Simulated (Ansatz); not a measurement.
# H7NOSi2: the cost of one run

Method: RKS r2SCAN-D4/def2-mTZVP, in Ansatz 0.2.0.

## 1. Starting point

Bond lengths: Si1–O2 2.067 Å, Si1–N3 1.663 Å, Si1–H5 1.476 Å, Si1–Si6 2.305 Å, O2–H7 0.955 Å, N3–H8 1.005 Å, Si6–H9 1.474 Å, Si6–H10 1.467 Å, Si6–H11 1.468 Å. Angles: Si1–O2–H7 114.3°, O2–Si1–N3 77.5°, O2–Si1–H5 99.2°, O2–Si1–Si6 104.3°, N3–Si1–H5 116.1°, N3–Si1–Si6 128.1°, H5–Si1–Si6 114.7°, Si1–N3–H8 131.4°, Si1–Si6–H9 110.0°, Si1–Si6–H10 114.3°, Si1–Si6–H11 112.9°, H9–Si6–H10 106.9°, H9–Si6–H11 105.6°, H10–Si6–H11 106.7°.

Structure file:

```xyz
11

Si    0.2931    0.2972   -0.5589
O    -0.4200    1.5963    0.8825
N     1.6902    0.8211    0.1764
H     0.8531    1.5001    0.9770
H    -0.1204    1.0354   -1.7689
Si   -0.8632   -1.6601   -0.1810
H    -0.6573    2.4598    0.5500
H     2.5992    0.3990    0.2532
H    -0.7891   -2.5259   -1.3711
H    -2.2858   -1.4707    0.1218
H    -0.3000   -2.4521    0.9191
```

## 2. Pulling towards end A

Springs on the bonds that form and break draw the guess towards this end; the thresholds are loose.

input.yaml

```yaml
crystal:
  periodic: [false, false, false]
  atoms:
    - { symbol: Si, position_ang: [0.2931, 0.2972, -0.5589] }
    - { symbol: O, position_ang: [-0.42, 1.5963, 0.8825] }
    - { symbol: "N", position_ang: [1.6902, 0.8211, 0.1764] }
    - { symbol: H, position_ang: [0.8531, 1.5001, 0.977] }
    - { symbol: H, position_ang: [-0.1204, 1.0354, -1.7689] }
    - { symbol: Si, position_ang: [-0.8632, -1.6601, -0.181] }
    - { symbol: H, position_ang: [-0.6573, 2.4598, 0.55] }
    - { symbol: H, position_ang: [2.5992, 0.399, 0.2532] }
    - { symbol: H, position_ang: [-0.7891, -2.5259, -1.3711] }
    - { symbol: H, position_ang: [-2.2858, -1.4707, 0.1218] }
    - { symbol: H, position_ang: [-0.3, -2.4521, 0.9191] }
basis:
  gaussian: { orbitals: def2-mTZVP }
hamiltonian:
  xc: r2scan
  dispersion: d4
relax:
  f_tol: 0.15
  max_steps: 25
  restrain:
    - { distance: [3, 1], at: 2.27, k: 30.0 }
    - { distance: [0, 1], at: 1.77, k: 30.0 }
    - { distance: [3, 2], at: 1.02, k: 30.0 }
```

The run is started by

```sh
$ ansatz run input.yaml --threads 4 --pin off --max-ram 5120MiB --backend cpu --events-out ev --progress --plain --runs-dir out
```

Q: Estimate wall time and peak memory on 4 threads of Arm Neoverse N1, shared host.

About 52 s, with a peak of 0.17 GiB.
